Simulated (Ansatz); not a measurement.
# C7H8FIn: a ladder of functionals and wavefunction methods

One table from this session's results is given with a row withheld; the runs are named, their logs left out.

Program: Ansatz 0.2.0, Gaussian basis. Level of theory: functionals in def2-TZVPP, the program's frozen cores in correlated methods. These are calculated values, not measurements.

Levels to be run: LDA (SPW92), PBE-D4, revPBE-D4, BLYP-D4, r2SCAN-D4, B97M-V, PBE0-D4, B3LYP-D4, r2SCANh-D4, r2SCAN0-D4, HSE06-D4, BHLYP-D4, CAM-B3LYP-D4, LC-ωPBE, ωB97X-V, ωB97M-V, B2PLYP, PBE-QIDH; CCSD(T)/def2-SVP; CCSD(T)/def2-TZVPP; MP2/def2-QZVPP; extrapolation to the limit; RPA on PBE.

## The geometry

All runs share one geometry, relaxed beforehand with PBE0-D4 in a triple-zeta def2 set. In takes the def2 core potential; no spin-orbit term is included.

SMILES `[CH3][In]([F])[c]1ccccc1`, 17 atoms, charge 0, spin multiplicity 1.

Atoms are counted from 1 here; the program's logs count them from 0.

Bond lengths: C1–In2 2.127 Å, C1–H10 1.091 Å, C1–H11 1.090 Å, C1–H12 1.089 Å, In2–F3 1.981 Å, In2–C4 2.116 Å, C4–C5 1.395 Å, C4–C9 1.396 Å, C5–C6 1.388 Å, C5–H13 1.086 Å, C6–C7 1.387 Å, C6–H14 1.084 Å, C7–C8 1.387 Å, C7–H15 1.084 Å, C8–C9 1.388 Å, C8–H16 1.084 Å, C9–H17 1.085 Å. Angles: In2–C1–H10 110.3°, In2–C1–H11 110.6°, In2–C1–H12 108.2°, H10–C1–H11 108.5°, H10–C1–H12 109.5°, H11–C1–H12 109.7°, C1–In2–F3 110.0°, C1–In2–C4 145.4°, F3–In2–C4 104.6°, In2–C4–C5 123.5°, In2–C4–C9 117.6°, C5–C4–C9 118.8°, C4–C5–C6 120.7°, C4–C5–H13 120.6°, C6–C5–H13 118.8°, C5–C6–C7 119.9°, C5–C6–H14 120.0°, C7–C6–H14 120.1° and more.

Set-up of the first run:

File in.yaml:

```yaml
crystal:
  periodic: [false, false, false]
  atoms:
    - {symbol: C, position_ang: [3.164827, -0.914727, -1.944360]}
    - {symbol: In, position_ang: [1.693150, -0.837215, -0.410779]}
    - {symbol: F, position_ang: [2.230826, -1.997233, 1.103017]}
    - {symbol: C, position_ang: [-0.159625, -0.006013, 0.185196]}
    - {symbol: C, position_ang: [-0.895696, 0.879857, -0.602276]}
    - {symbol: C, position_ang: [-2.104080, 1.391363, -0.150983]}
    - {symbol: C, position_ang: [-2.589826, 1.022329, 1.094944]}
    - {symbol: C, position_ang: [-1.867919, 0.142500, 1.888235]}
    - {symbol: C, position_ang: [-0.659899, -0.369362, 1.436618]}
    - {symbol: H, position_ang: [3.622904, 0.065973, -2.078925]}
    - {symbol: H, position_ang: [2.718230, -1.221537, -2.890656]}
    - {symbol: H, position_ang: [3.927135, -1.634392, -1.648408]}
    - {symbol: H, position_ang: [-0.533258, 1.181731, -1.580265]}
    - {symbol: H, position_ang: [-2.667454, 2.078948, -0.772168]}
    - {symbol: H, position_ang: [-3.533881, 1.421905, 1.448222]}
    - {symbol: H, position_ang: [-2.246872, -0.146380, 2.862352]}
    - {symbol: H, position_ang: [-0.098572, -1.057767, 2.060228]}
basis:
  gaussian: {orbitals: def2-TZVPP}
hamiltonian: {xc: lda}
output: {orbitals: {seedname: orbitals}}
```

The run is started by

```sh
$ ansatz run in.yaml --threads 2 --pin off --events-out ev --progress --plain --max-ram 22528MiB --backend cuda --devices 0, --max-vram 18GiB
```

Among the steps run: LDA; PBE-D4 (GGA); revPBE-D4 (GGA); BLYP-D4 (GGA); r2SCAN-D4 (meta-GGA); B97M-V (meta-GGA); B3LYP-D4 (hybrid); r2SCANh-D4 (hybrid); r2SCAN0-D4 (hybrid); HSE06-D4 (hybrid); BHLYP-D4 (hybrid); CAM-B3LYP-D4 (range-separated); LC-ωPBE (range-separated); ωB97X-V (range-separated); ωB97M-V (range-separated); B2PLYP (double hybrid); PBE-QIDH (double hybrid).

One of the session's tables, all rows but one given; the rest of the session is left out.

It belongs to the step «Frontier levels by functional». 

| functional | HOMO (eV) | LUMO (eV) | gap (eV) |
| --- | --- | --- | --- |
| LDA (SPW92) | -6.70 | -2.40 | 4.29 |
| PBE-D4 | -6.49 | -2.12 | 4.36 |
| revPBE-D4 | -6.41 | -2.00 | 4.40 |
| BLYP-D4 | -6.30 | -2.04 | 4.26 |
| r2SCAN-D4 | -6.67 | -1.96 | 4.71 |
| B97M-V | -6.60 | -2.06 | 4.55 |
| PBE0-D4 | -7.46 | -1.38 | 6.08 |
| B3LYP-D4 | -7.24 | -1.62 | 5.62 |
| r2SCANh-D4 | -7.04 | -1.69 | 5.35 |
| r2SCAN0-D4 | ? | ? | ? |
| HSE06-D4 | -7.07 | -1.74 | 5.33 |
| BHLYP-D4 | -8.22 | -0.66 | 7.56 |
| CAM-B3LYP-D4 | -8.66 | -0.53 | 8.13 |
| LC-ωPBE | -9.96 | 0.55 | 10.51 |
| ωB97X-V | -9.61 | 0.43 | 10.04 |
| ωB97M-V | -9.54 | 0.19 | 9.73 |

Estimate the missing values for r2SCAN0-D4.

Worked estimate for «HOMO (eV)». Against the share of exact exchange, r2SCAN-D4 (0, -6.67), r2SCANh-D4 (0.1, -7.04) give a slope of -3.70 per unit share; at 0.25 the line stands at -7.59.

**Answer.** HOMO (eV): -7.59; LUMO (eV): -1.29; gap (eV): 6.30. In «HOMO (eV)» the line misses by 0.00.
